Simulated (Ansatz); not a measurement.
# Ga4Sb3As: the cost of one run

Code: Ansatz 0.2.0. PAW datasets, plane waves. The calculation is spin-unpolarised, and the structure need not be a phase that has been made.

## 1. The system as given

The cell was relaxed beforehand with r2SCAN.

The symmetry is P3m1 (No. 156, trigonal); a = 4.249 Å, c = 13.987 Å in the conventional setting, 27.33 Å³ an atom. As has 4 Ga at 2.47–2.56 Å; Sb has 4 Ga at 2.63–2.66 Å; Sb has 4 Ga at 2.63–2.65 Å; Sb has 4 Ga at 2.62–2.67 Å; Ga has 1 As at 2.47 Å and 3 Sb at 2.63 Å.

The structure in full:

```
CELL_PARAMETERS angstrom
4.24883 0.00000 0.00000
-2.12442 3.67960 0.00000
0.00000 0.00000 13.98693
ATOMIC_POSITIONS crystal
As 0.66667 0.33333 0.99986
Sb 0.66667 0.33333 0.49959
Sb 0.33333 0.66667 0.75592
Sb 0.33333 0.66667 0.24317
Ga 0.66667 0.33333 0.82324
Ga 0.66667 0.33333 0.30969
Ga 0.33333 0.66667 0.56645
Ga 0.33333 0.66667 0.05208
```

## 2. Band structure with PBE

input.yaml

```yaml
crystal:
  lattice:
    - [4.2488311712, 0.0, 0.0]
    - [-2.1244155856, 3.6795957307, 0.0]
    - [0.0, 0.0, 13.9869289152]
  atoms:
    - { symbol: As, position: [0.6666666667, 0.3333333333, -0.0001440146] }
    - { symbol: Sb, position: [0.6666666667, 0.3333333333, 0.4995880809] }
    - { symbol: Sb, position: [0.3333333333, 0.6666666667, 0.755924969] }
    - { symbol: Sb, position: [0.3333333333, 0.6666666667, 0.2431665283] }
    - { symbol: Ga, position: [0.6666666667, 0.3333333333, 0.8232449165] }
    - { symbol: Ga, position: [0.6666666667, 0.3333333333, 0.3096943682] }
    - { symbol: Ga, position: [0.3333333333, 0.6666666667, 0.5664492432] }
    - { symbol: Ga, position: [0.3333333333, 0.6666666667, 0.0520759084] }
kpoints:
  mp_grid: { grid: [12, 12, 2] }
  band_path:
    path:
      - [[0.0, 0.0, 0.0], [0.5, -1.938425176929e-17, -1.272356705405e-17], [0.3333333333333, 0.3333333333333, -8.482378036033e-18], [0.0, 0.0, 0.0], [2.46233535281e-35, -7.043769745312e-36, 0.5], [0.5, -1.909050194332e-17, 0.5], [0.3333333333333, 0.3333333333333, 0.5], [2.46233535281e-35, -7.043769745312e-36, 0.5]]
      - [[0.5, -1.909050194332e-17, 0.5], [0.5, -1.938425176929e-17, -1.272356705405e-17]]
      - [[0.3333333333333, 0.3333333333333, 0.5], [0.3333333333333, 0.3333333333333, -8.482378036033e-18]]
    npoints: 10
hamiltonian:
  xc: pbe
scf:
  occupations: { method: fermi_dirac, width: 0.02 }
  n_extra_bands: 6
output:
  forces: true
  stress: true
  eigenvalues: true
```

Command:

```bash
ansatz run input.yaml --threads 4 --pin off --max-ram 6451MiB --backend cpu --events-out ev --progress --plain --runs-dir out
```

**Question.** How long does this run take on 4 threads of Arm Neoverse V1, shared host, and how much memory does it need?

About 38 s, with a peak of 1.1 GiB.
